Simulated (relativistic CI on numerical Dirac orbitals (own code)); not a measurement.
**Sc: one ion under different settings**

Aim: see what numerical and physical settings do to the SCF, the total energy and the lowest levels of Sc.

Program: relativistic CI on numerical Dirac orbitals (own code) version 3. Level of theory: Dirac-Coulomb-Breit CI, KLI orbitals optimised for each configuration, model QED (radiative potential, 1s self-energy scaled to tabulated hydrogen-like ionisation energies), numerical settings as typed. These are calculated values, not measurements, unless marked.

## Step 1: What is computed

```
ion            : Sc (Sc I)
nuclear charge : 21
electrons      : 21
isotope        : A = 45
```

## Step 2: Usual settings

Input settings:

```ini
atom Sc  Z=21  charge=0  electrons=21
nucleus A=45  rms_radius_fm=3.5459
hamiltonian dirac-coulomb  breit=on  qed=on  c_scale=1
orbitals kli  potential=per-configuration
slater_scale 1
correlation none
mixing on
grid step=0.0125 r_max=149
scf mixing=0.4 start=green max_iterations=150 tolerance=2e-08 node_fill=0.05
configurations
  [Ar] 3d 4s2
end
```

Command:

```bash
python run_levels.py task.json out
```

One command runs all members of the session, one after another, from task.json.

## Step 3: Iteration limit 30, grid step 0.006, Slater scale 0.5

Input settings:

```ini
atom Sc  Z=21  charge=0  electrons=21
nucleus A=45  rms_radius_fm=3.5459
hamiltonian dirac-coulomb  breit=on  qed=on  c_scale=1
orbitals kli  potential=per-configuration
slater_scale 0.5
correlation none
mixing on
grid step=0.006 r_max=149
scf mixing=0.4 start=green max_iterations=30 tolerance=2e-08 node_fill=0.05
configurations
  [Ar] 3d 4s2
end
```

## Step 4: End of the grid 74.5

Input settings:

```ini
atom Sc  Z=21  charge=0  electrons=21
nucleus A=45  rms_radius_fm=3.5459
hamiltonian dirac-coulomb  breit=on  qed=on  c_scale=1
orbitals kli  potential=per-configuration
slater_scale 1
correlation none
mixing on
grid step=0.0125 r_max=74.5
scf mixing=0.4 start=green max_iterations=150 tolerance=2e-08 node_fill=0.05
configurations
  [Ar] 3d 4s2
end
```

## Step 5: Node fill 0.2

Settings: those of step 4 with these lines changed.

```diff
@@ -7,4 +7,4 @@
 mixing on
-grid step=0.0125 r_max=74.5
-scf mixing=0.4 start=green max_iterations=150 tolerance=2e-08 node_fill=0.05
+grid step=0.0125 r_max=149
+scf mixing=0.4 start=green max_iterations=150 tolerance=2e-08 node_fill=0.2
 configurations
```

## Step 6: End of the grid 104.3

Settings: those of step 5 with these lines changed.

```diff
@@ -7,4 +7,4 @@
 mixing on
-grid step=0.0125 r_max=149
-scf mixing=0.4 start=green max_iterations=150 tolerance=2e-08 node_fill=0.2
+grid step=0.0125 r_max=104.3
+scf mixing=0.4 start=green max_iterations=150 tolerance=2e-08 node_fill=0.05
 configurations
```

## Step 7: Potential mixing 2.5

Settings: those of step 6 with these lines changed.

```diff
@@ -7,4 +7,4 @@
 mixing on
-grid step=0.0125 r_max=104.3
-scf mixing=0.4 start=green max_iterations=150 tolerance=2e-08 node_fill=0.05
+grid step=0.0125 r_max=149
+scf mixing=2.5 start=green max_iterations=99 tolerance=2e-08 node_fill=0.05
 configurations
```

## Step 8: Slater scale 5

Input settings:

```ini
atom Sc  Z=21  charge=0  electrons=21
nucleus A=45  rms_radius_fm=3.5459
hamiltonian dirac-coulomb  breit=on  qed=on  c_scale=1
orbitals kli  potential=per-configuration
slater_scale 5
correlation none
mixing on
grid step=0.0125 r_max=149
scf mixing=0.4 start=green max_iterations=59 tolerance=2e-08 node_fill=0.05
configurations
  [Ar] 3d 4s2
end
```

(Steps that only read results are left out.)

Q: Predict the outcome of this session. Wanted: lowest level, usual settings; total energy; first excitation.

As calculated:

| setting | total energy less usual (Ha) | largest shift of a level among the lowest eight of both runs, same label and place (cm⁻¹) | SCF iterations | time | lowest level | kind of change |
| --- | --- | --- | --- | --- | --- | --- |
| usual | 0 | 0 | 14 | 0.071 s | 3d 2D3/2 | - |
| iteration limit 30, grid step 0.006, Slater scale 0.5 | -3.92e-05 | 0 | 15 | 0.14 s | 3d 2D3/2 | model term |
| end of the grid 74.5 | 0 | 0 | 14 | 0.065 s | 3d 2D3/2 | numerical |
| node fill 0.2 | 0.00312 | 21.8 | 14 | 0.066 s | 3d 2D3/2 | numerical |
| end of the grid 104.3 | 0 | 0 | 14 | 0.067 s | 3d 2D3/2 | numerical |
| potential mixing 2.5 | 0 | 0 | 22 | 0.081 s | 3d 2D3/2 | extreme, harmless here |
| Slater scale 5 | 0 | 0 | 14 | 0.066 s | 3d 2D3/2 | extreme, harmless here |

```
                    quantity         value
lowest level, usual settings      3d 2D3/2
                total energy  -762.9916 Ha
            first excitation    149.3 cm⁻¹
```

Among the runs whose levels can be followed, they move most under «node fill 0.2» (numerical), by up to 21.8 cm⁻¹. No visible change in the result comes from «end of the grid 74.5» or «end of the grid 104.3» or «potential mixing 2.5». «Potential mixing 2.5» costs 22 SCF iterations against 14. Only the listed configurations are in the model. Near neutrality, missing correlation can shift configurations against each other by thousands of cm⁻¹.
